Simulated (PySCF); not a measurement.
# Cl4H2In2O2 ((Cl2In-mu-OH)2): the cost of one run

Programs: PySCF 2.14.0, with routines of our own; each step states its level. All values are computed. Atoms count from 0.

## (1) The system as given

10 atoms, charge 0, multiplicity 1; geometry from: GFN2-xTB.

## (2) Geometry optimisation at PBE0-D3(BJ)/def2-SVP

The job: settings as JSON, then the geometry in Å.

```
{"job": {"xc": "PBE0", "basis": "def2-SVP", "d3": "d3bj", "grid": 1, "maxiter": 30, "shake": 0.03, "kind": "geom"}, "charge": 0, "multiplicity": 1}
In    -1.553610    -0.175710    -0.288080
Cl    -2.068700    -2.171200    -1.172020
Cl    -2.791740     1.778450     0.211870
O      0.300730     0.593230    -1.310020
In     1.545580     0.347500     0.364820
Cl     1.772840     2.463360     1.227420
Cl     2.882580    -1.444280    -0.077900
O     -0.189140    -0.420110     1.339590
H      0.437660     0.256540    -2.105440
H     -0.211560    -1.304530     1.814170
```

Run with:

```
$ OMP_NUM_THREADS=1 python heavy_run.py task.json out
```

This one command runs all jobs of the session in turn.

Q: Estimate the wall time and peak memory of this first job on 1 thread of Intel Xeon 6975P-C, shared host.

About 3.4 min, with a peak of 0.79 GiB.
